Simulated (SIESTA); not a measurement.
CsLiCr2Te2S3: equation of state with PBE

Crystal: CsLiCr2Te2S3.

```
CELL_PARAMETERS angstrom
6.10792 -0.01886 0.00581
-2.28822 5.93151 0.00333
-1.38462 -2.19395 7.56260
ATOMIC_POSITIONS crystal
Cs 0.06348 0.10178 0.99394
Li 0.57026 0.58143 0.57403
Cr 0.07801 0.50138 0.57990
Cr 0.43162 0.02972 0.53722
Te 0.54458 0.76732 0.28198
Te 0.01143 0.65932 0.29902
S 0.77800 0.37133 0.70773
S 0.39402 0.82508 0.74875
S 0.19605 0.23009 0.48646
```

The cell was built by a generator and needn't be a form met in nature.

```json
{
  "Program": "SIESTA 5.4.2",
  "Task": "equation of state",
  "Functional": "PBE",
  "Potentials or basis": "PseudoDojo 0.4 standard (PBE files)",
  "Basis": "DZP (energy shift 0.003 Ry; two zetas on semicore shells; d shell added on Cs)",
  "Grid cutoff": "800 Ry",
  "Energy shift": "0.003 Ry",
  "k mesh": "5 × 5 × 4",
  "Occupations": "fermi-dirac, width 0.05 eV",
  "Spin": "collinear spin, ferromagnetic start",
  "Starting moments": "[0.0, 0.0, 3.0, 3.0, 0.0, 0.0, 0.0, 0.0, 0.0] μB"
}
```

| Item | Value |
| --- | --- |
| Equilibrium volume | 30.86 Å³/atom |
| Bulk modulus at fixed shape and positions | 38 GPa |
| Pressure derivative of the bulk modulus | 4.4 (rough: it moves with the points fitted) |

Energy against volume, from the lowest point:
```tsv
volume (Å³/atom)	energy (meV/atom)
28.595	22.25
29.203	11.40
29.812	4.33
30.420	0.67
31.029	0.00
31.637	2.07
32.245	6.63
```

All runs of the series together: 10 min on 4 threads of Arm Neoverse V2 (shared host).

Caveat: the cell was scaled at fixed shape and fractional positions, which overstates the stiffness of a crystal with free parameters, most of all of layers and chains; the basis of atomic orbitals isn't converged, which shifts pressures, moduli and gaps. The run has no spin-orbit coupling, so splittings on Cs, Te are missing.
